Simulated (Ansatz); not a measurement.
# CH4ClSi2 (charge +1): two geometries relaxed

Aim: relax the geometries before and after the shift of H6 from C2 to Si1, and see whether they are two minima and how far apart in energy. SMILES of the start: [SiH+]=C[SiH2]Cl.

Method: RKS LDA/def2-SVP, in Ansatz 0.2.0.

### Step 1. The system as given

Bond lengths: Si1–C2 1.733 Å, C2–Si3 1.995 Å, Si3–Cl4 1.976 Å, Si1–H5 1.449 Å, C2–H6 1.090 Å, Si3–H7 1.458 Å, Si3–H8 1.457 Å. Angles: Si1–C2–Si3 131.7°, Si1–C2–H6 115.5°, Si3–C2–H6 112.8°, C2–Si1–H5 177.6°, C2–Si3–Cl4 105.3°, C2–Si3–H7 104.3°, C2–Si3–H8 104.3°, Cl4–Si3–H7 114.2°, Cl4–Si3–H8 114.3°, H7–Si3–H8 112.9°.

Coordinates:

```xyz
8

Si    0.1294    1.5749   -1.3982
C    -0.4723    0.1859   -0.5536
Si    0.2500   -0.8403    0.9972
Cl   -1.0674   -2.2749    1.3327
H     0.6806    2.7365   -2.0669
H    -1.4182   -0.2119   -0.9203
H     0.3477    0.1447    2.0671
H     1.5501   -1.3150    0.5419
```

### Step 2. End point A

input.yaml reads:

```yaml
crystal:
  periodic: [false, false, false]
  atoms:
    - { symbol: Si, position_ang: [0.12942, 1.57492, -1.39819] }
    - { symbol: C, position_ang: [-0.47228, 0.18594, -0.55362] }
    - { symbol: Si, position_ang: [0.25, -0.84034, 0.99724] }
    - { symbol: Cl, position_ang: [-1.06738, -2.27486, 1.33273] }
    - { symbol: H, position_ang: [0.68056, 2.73652, -2.06687] }
    - { symbol: H, position_ang: [-1.41815, -0.21192, -0.92029] }
    - { symbol: H, position_ang: [0.34774, 0.14472, 2.06707] }
    - { symbol: H, position_ang: [1.5501, -1.31497, 0.54191] }
total_charge: 1
basis:
  gaussian: { orbitals: def2-SVP }
hamiltonian:
  xc: lda
relax:
  f_tol: 0.02
  max_steps: 50
```

Launch:

```sh
$ ansatz run input.yaml --threads 2 --pin off --max-ram 3072MiB --backend cpu --events-out ev --progress --plain --runs-dir out
```

Output, shortened:

```text
Warning: RAYON_NUM_THREADS=2 ignored (pool sized by the plan → 2); use --threads N
[...]
Functional definition: SPW92
[...]
977 factors; their error is unknown
[...]
mean field -29246.18750656 eV, -1074.7775670882 hartree, gradient 4.8e-5 eV, S^2 0.000000; 0 other end points of the search recorded, 0 dependent functions left out
[...]
reference -29246.18753911 eV, -1074.7775682845 hartree; 27, 27 occupied and 61, 61 virtual orbitals, 977 factors
relax step   1: F+E_penalty+E_count = -29246.18750656 eV  Δ(F+E_penalty+E_count) = +0.000e0 eV  max|allowed force component| = 2.596e0 eV/Å  Δτ_max = 0.0000 Å  (28 SCF iters, accepted)
[...]
relax step   7: F+E_penalty+E_count = -29246.40439115 eV  Δ(F+E_penalty+E_count) = -1.292e-4 eV  max|allowed force component| = 1.382e-2 eV/Å  Δτ_max = 0.0108 Å  (30 SCF iters, accepted)
[...]
relax step  13: F+E_penalty+E_count = -29246.51359403 eV  Δ(F+E_penalty+E_count) = -3.370e-2 eV  max|allowed force component| = 5.390e-1 eV/Å  Δτ_max = 0.1966 Å  (29 SCF iters, accepted)
[...]
relax step  19: F+E_penalty+E_count = -29246.60047027 eV  Δ(F+E_penalty+E_count) = -1.772e-2 eV  max|allowed force component| = 1.621e-1 eV/Å  Δτ_max = 0.0976 Å  (28 SCF iters, accepted)
[...]
relax step  25: F+E_penalty+E_count = -29247.66576333 eV  Δ(F+E_penalty+E_count) = -1.425e-1 eV  max|allowed force component| = 1.004e0 eV/Å  Δτ_max = 0.2000 Å  (35 SCF iters, accepted)
relax step  26: F+E_penalty+E_count = -29247.66528287 eV  Δ(F+E_penalty+E_count) = +4.805e-4 eV  max|allowed force component| = 7.445e-1 eV/Å  Δτ_max = 0.1758 Å  (27 SCF iters, rejected (line search))
```

### Step 3. The output, continued: end point A relaxed

The log, continued, shortened:

```text
relax step  27: F+E_penalty+E_count = -29247.74429465 eV  Δ(F+E_penalty+E_count) = -7.853e-2 eV  max|allowed force component| = 1.206e-1 eV/Å  Δτ_max = 0.0849 Å  (27 SCF iters, accepted)
[...]
relax step  30: F+E_penalty+E_count = -29247.78627551 eV  Δ(F+E_penalty+E_count) = -2.523e-2 eV  max|allowed force component| = 2.758e-1 eV/Å  Δτ_max = 0.1950 Å  (35 SCF iters, accepted)
[...]
relax step  33: F+E_penalty+E_count = -29248.05871344 eV  Δ(F+E_penalty+E_count) = -1.202e-1 eV  max|allowed force component| = 7.097e-1 eV/Å  Δτ_max = 0.1950 Å  (29 SCF iters, accepted)
[...]
relax step  36: F+E_penalty+E_count = -29248.37937384 eV  Δ(F+E_penalty+E_count) = -7.431e-2 eV  max|allowed force component| = 2.383e-1 eV/Å  Δτ_max = 0.1991 Å  (28 SCF iters, accepted)
[...]
reference -29248.44867984 eV, -1074.8606636736 hartree; 27, 27 occupied and 61, 61 virtual orbitals, 977 factors
Total energy: -29248.44867984 eV, -1074.8606636736 hartree
Atom 0 at     0.552015     1.365156    -0.619850 Å, force     0.017932    -0.002963     0.004890 eV/Å
Atom 1 at    -0.535244     0.014589    -0.416659 Å, force    -0.003899    -0.003210    -0.006701 eV/Å
Atom 2 at    -0.215885    -1.223506     0.775268 Å, force    -0.005460    -0.007408     0.011738 eV/Å
Atom 3 at    -1.410757    -2.792932     1.042481 Å, force     0.007590     0.010680    -0.002812 eV/Å
Atom 4 at     0.305945     2.422020    -1.645642 Å, force    -0.005217     0.001684     0.005079 eV/Å
Atom 5 at    -1.437187    -0.067026    -1.056214 Å, force    -0.005365    -0.000244    -0.005617 eV/Å
Atom 6 at     1.764586     1.464335     0.250500 Å, force    -0.005079     0.002382    -0.005825 eV/Å
Atom 7 at     0.976536    -1.182626     1.670096 Å, force    -0.000501    -0.000921    -0.000753 eV/Å
Dipole moment:     0.482195     0.751142    -0.202591 e Å
```

Wall time 29 s (2 threads of Intel Xeon Platinum 8488C (Sapphire Rapids), shared host); peak memory 0.14 GiB.

Relaxation path, one in 2:

```
step  energy from step 1 (eV)  largest force component (eV/Å)
   1                   0.0000                          2.5957
   3                  -0.2157                          0.0834
   5                  -0.2166                          0.0252
   7                  -0.2169                          0.0138
   9                  -0.2178                          0.2778
  11                  -0.2587                          0.1799
  13                  -0.3261                          0.5390
  15                  -0.3671                          0.4703
 17x                  -0.3812                          0.6434
  19                  -0.4130                          0.1621
  21                  -0.5368                          0.5466
  23                  -1.0497                          0.8753
  25                  -1.4783                          1.0044
  27                  -1.5568                          0.1206
  29                  -1.5735                          0.1869
  31                  -1.6511                          0.6078
  33                  -1.8712                          0.7097
  35                  -2.1176                          0.2955
  37                  -2.2390                          0.0968
  39                  -2.2579                          0.1426
  40                  -2.2611                          0.0179
```

Step 1 is the start. 2 steps were tried and not accepted (marked x).

After: Bond lengths: Si1–C2 1.746 Å, C2–Si3 1.748 Å, Si3–Cl4 1.991 Å, Si1–H5 1.493 Å, C2–H6 1.109 Å, Si1–H7 1.496 Å, Si3–H8 1.491 Å. Angles: Si1–C2–Si3 120.9°, Si1–C2–H6 119.8°, Si3–C2–H6 119.3°, C2–Si1–H5 121.7°, C2–Si1–H7 119.2°, H5–Si1–H7 119.1°, C2–Si3–Cl4 122.7°, C2–Si3–H8 122.4°, Cl4–Si3–H8 114.9°.

Pairs that crossed the distance rule for bonds on the way: came closer Si1–H7; moved apart Si3–H7.

### Step 4. Relaxing end B

The second end starts from a geometry with the move made by hand.

input.yaml: that of step 2 with these lines changed.

```diff
@@ -8,3 +8,3 @@
     - { symbol: H, position_ang: [0.68056, 2.73652, -2.06687] }
-    - { symbol: H, position_ang: [-1.41815, -0.21192, -0.92029] }
+    - { symbol: H, position_ang: [-1.11916, 1.15208, -1.97772] }
     - { symbol: H, position_ang: [0.34774, 0.14472, 2.06707] }
```

Launch:

```sh
$ ansatz run input.yaml --threads 2 --pin off --max-ram 3072MiB --backend cpu --events-out ev --progress --plain --runs-dir out
```

Output, shortened:

```text
Warning: RAYON_NUM_THREADS=2 ignored (pool sized by the plan → 2); use --threads N
[...]
[... 1 set-up line as earlier in the session ...]
[...]
977 factors; their error is unknown
[...]
mean field -29243.30221852 eV, -1074.6715347084 hartree, gradient 5.4e-5 eV, S^2 0.000000; 3 other end points of the search recorded, 0 dependent functions left out
[...]
reference -29243.30225068 eV, -1074.6715358902 hartree; 27, 27 occupied and 61, 61 virtual orbitals, 977 factors
relax step   1: F+E_penalty+E_count = -29243.30221852 eV  Δ(F+E_penalty+E_count) = +0.000e0 eV  max|allowed force component| = 2.562e0 eV/Å  Δτ_max = 0.0000 Å  (83 SCF iters, accepted)
[...]
relax step   9: F+E_penalty+E_count = -29246.36451683 eV  Δ(F+E_penalty+E_count) = -5.176e-2 eV  max|allowed force component| = 3.391e-1 eV/Å  Δτ_max = 0.1521 Å  (29 SCF iters, accepted)
[...]
relax step  17: F+E_penalty+E_count = -29246.42328520 eV  Δ(F+E_penalty+E_count) = -1.251e-2 eV  max|allowed force component| = 1.294e-1 eV/Å  Δτ_max = 0.0967 Å  (29 SCF iters, accepted)
[...]
relax step  25: F+E_penalty+E_count = -29246.55260660 eV  Δ(F+E_penalty+E_count) = -1.412e-2 eV  max|allowed force component| = 2.314e-1 eV/Å  Δτ_max = 0.1722 Å  (29 SCF iters, accepted)
[...]
relax step  32: F+E_penalty+E_count = -29247.53265625 eV  Δ(F+E_penalty+E_count) = -2.202e-1 eV  max|allowed force component| = 1.607e0 eV/Å  Δτ_max = 0.1949 Å  (35 SCF iters, accepted)
relax step  33: F+E_penalty+E_count = -29247.71556126 eV  Δ(F+E_penalty+E_count) = -1.829e-1 eV  max|allowed force component| = 4.212e-1 eV/Å  Δτ_max = 0.1936 Å  (28 SCF iters, accepted)
```

### Step 5. More of the same log: end point B relaxed

Output, continued, shortened:

```text
relax step  34: F+E_penalty+E_count = -29247.74370876 eV  Δ(F+E_penalty+E_count) = -2.815e-2 eV  max|allowed force component| = 4.576e-1 eV/Å  Δτ_max = 0.1206 Å  (29 SCF iters, accepted)
[...]
relax step  37: F+E_penalty+E_count = -29247.79806255 eV  Δ(F+E_penalty+E_count) = -3.104e-2 eV  max|allowed force component| = 2.353e-1 eV/Å  Δτ_max = 0.1813 Å  (35 SCF iters, accepted)
[...]
relax step  40: F+E_penalty+E_count = -29248.11820413 eV  Δ(F+E_penalty+E_count) = -1.257e-1 eV  max|allowed force component| = 3.198e-1 eV/Å  Δτ_max = 0.1948 Å  (29 SCF iters, accepted)
[...]
relax step  43: F+E_penalty+E_count = -29248.38318720 eV  Δ(F+E_penalty+E_count) = -7.202e-2 eV  max|allowed force component| = 2.293e-1 eV/Å  Δτ_max = 0.2000 Å  (28 SCF iters, accepted)
[...]
reference -29248.44875026 eV, -1074.8606662613 hartree; 27, 27 occupied and 61, 61 virtual orbitals, 977 factors
Total energy: -29248.44875026 eV, -1074.8606662613 hartree
Atom 0 at     0.670018     1.541376    -0.652016 Å, force     0.001649     0.001156     0.000276 eV/Å
Atom 1 at    -0.466074     0.217323    -0.585997 Å, force    -0.000444     0.000804    -0.000088 eV/Å
Atom 2 at    -0.263191    -1.080011     0.568039 Å, force    -0.000012     0.000712     0.002344 eV/Å
Atom 3 at    -1.527271    -2.611399     0.697724 Å, force    -0.000216    -0.001304    -0.001190 eV/Å
Atom 4 at     0.510895     2.660801    -1.627218 Å, force    -0.000540    -0.000431    -0.001591 eV/Å
Atom 5 at    -1.329591     0.197530    -1.281391 Å, force    -0.000237     0.000275     0.000177 eV/Å
Atom 6 at     1.831294     1.558470     0.290112 Å, force    -0.000819    -0.001033     0.000501 eV/Å
Atom 7 at     0.872920    -1.120081     1.533298 Å, force     0.000619    -0.000179    -0.000429 eV/Å
Dipole moment:     0.517674     0.741169    -0.137627 e Å
```

Wall time 39 s (2 threads of Intel Xeon Platinum 8488C (Sapphire Rapids), shared host); peak memory 0.14 GiB.

Relaxation path, one in 2:

```
step  energy from step 1 (eV)  largest force component (eV/Å)
   1                   0.0000                          2.5625
   3                  -1.2708                          1.0457
   5                  -2.1703                          1.5034
   7                  -2.9099                          0.8959
   9                  -3.0623                          0.3391
 11x                  -3.0583                          0.7424
  13                  -3.0924                          0.2213
  15                  -3.1051                          0.1250
  17                  -3.1211                          0.1294
  19                  -3.1589                          0.2464
  21                  -3.2002                          0.4264
  23                  -3.2276                          0.2297
  25                  -3.2504                          0.2314
  27                  -3.2816                          0.4473
  29                  -3.4496                          0.5361
  31                  -4.0102                          2.1550
  33                  -4.4133                          0.4212
  35                  -4.4555                          0.2154
  37                  -4.4958                          0.2353
  39                  -4.6903                          0.4095
  41                  -4.9014                          0.6979
  43                  -5.0810                          0.2293
  45                  -5.1427                          0.1490
  47                  -5.1462                          0.0291
  48                  -5.1465                          0.0023
```

Step 1 is the start. 1 step was tried and not accepted (marked x).

After: Bond lengths: Si1–C2 1.746 Å, C2–Si3 1.748 Å, Si3–Cl4 1.990 Å, Si1–H5 1.493 Å, C2–H6 1.109 Å, Si1–H7 1.495 Å, Si3–H8 1.491 Å. Angles: Si1–C2–Si3 120.8°, Si1–C2–H6 119.8°, Si3–C2–H6 119.4°, C2–Si1–H5 121.6°, C2–Si1–H7 119.4°, H5–Si1–H7 119.1°, C2–Si3–Cl4 122.7°, C2–Si3–H8 122.4°, Cl4–Si3–H8 114.9°.

Pairs that crossed the distance rule for bonds on the way: came closer Si1–H7, C2–H6; moved apart Si1–H6, Si3–H7.

### Step 6. Outcome

| quantity | value |
| --- | --- |
| end A | 37 moves, 2.261 eV lower |
| end B | 46 moves, 5.146 eV lower |
| largest difference between the ends | 0.02 Å |
| end B relative to end A | -0.000 eV |

**Reading.** The two relaxations end at one structure, within 0.02 Å: no second minimum was found from this start, which doesn't rule one out.
